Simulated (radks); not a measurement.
# Spin polarisation of the 4f shell in Pm⁺

How much does Pm⁺ gain by aligning the spins in its 4f shell? The moment is raised step by step from zero.

Program: radks (a radial shooting solver on a logarithmic mesh, Libxc functionals) version 1. Level of theory: scalar-relativistic Kohn-Sham, BLYP, spin-polarised, spherical densities, finite nucleus. These are calculated values, not measurements, unless marked.

**1. What is computed**

```
element            : promethium (Z = 61)
charge             : +1
electrons          : 60
configuration      : [Xe] 4f(up 2.5, down 2.5) 6s(up 0.5, down 0.5)
nuclear rms radius : 4.962 fm
```

A shell typed twice in an input gives spin up, then spin down.

**2. No moment**

The run's settings:

```text
Z 61
configuration [Xe] 4f2.5 4f2.5 6s0.5 6s0.5
relativity scalar-relativistic
functional b88,lyp
spin polarised
nucleus finite rms 4.962 fm
c 137.035999084
```

**3. moment 1 in 4f**

The run's settings:

```text
Z 61
configuration [Xe] 4f3 4f2 6s0.5 6s0.5
relativity scalar-relativistic
functional b88,lyp
spin polarised
nucleus finite rms 4.962 fm
c 137.035999084
```

**4. moment 2 in 4f**

The run's settings:

```text
Z 61
configuration [Xe] 4f3.5 4f1.5 6s0.5 6s0.5
relativity scalar-relativistic
functional b88,lyp
spin polarised
nucleus finite rms 4.962 fm
c 137.035999084
```

**5. moment 3 in 4f**

The run's settings:

```text
Z 61
configuration [Xe] 4f4 4f1 6s0.5 6s0.5
relativity scalar-relativistic
functional b88,lyp
spin polarised
nucleus finite rms 4.962 fm
c 137.035999084
```

**6. moment 4 in 4f**

The run's settings:

```text
Z 61
configuration [Xe] 4f4.5 4f0.5 6s0.5 6s0.5
relativity scalar-relativistic
functional b88,lyp
spin polarised
nucleus finite rms 4.962 fm
c 137.035999084
```

**7. moment 5 in 4f**

The run's settings:

```text
Z 61
configuration [Xe] 4f5 4f0 6s0.5 6s0.5
relativity scalar-relativistic
functional b88,lyp
spin polarised
nucleus finite rms 4.962 fm
c 137.035999084
```

Q: Predict the outcome of this session. Wanted: for each run, moment; E − E(0); ε(4f up); ε(4f down); splitting.

**Answer**, as computed:

| moment (μB) | E − E(0) (eV) | ε(4f up) (eV) | ε(4f down) (eV) | splitting (eV) |
| --- | --- | --- | --- | --- |
| 0 | 0.000 | -7.972 | -7.972 | 0.000 |
| 1 | -0.161 | -8.271 | -7.629 | 0.642 |
| 2 | -0.642 | -8.526 | -7.246 | 1.280 |
| 3 | -1.441 | -8.732 | -6.820 | 1.912 |
| 4 | -2.554 | -8.883 | -6.351 | 2.532 |
| 5 | -3.972 | -8.968 | -5.833 | 3.135 |

In words: At a moment of 5 μB the energy has fallen by 3.97 eV and the 4f levels split by 3.13 eV, 0.627 eV per μB. The Stoner form E = −I m²/4 would give I = 0.636 eV. The energy falls at every step.
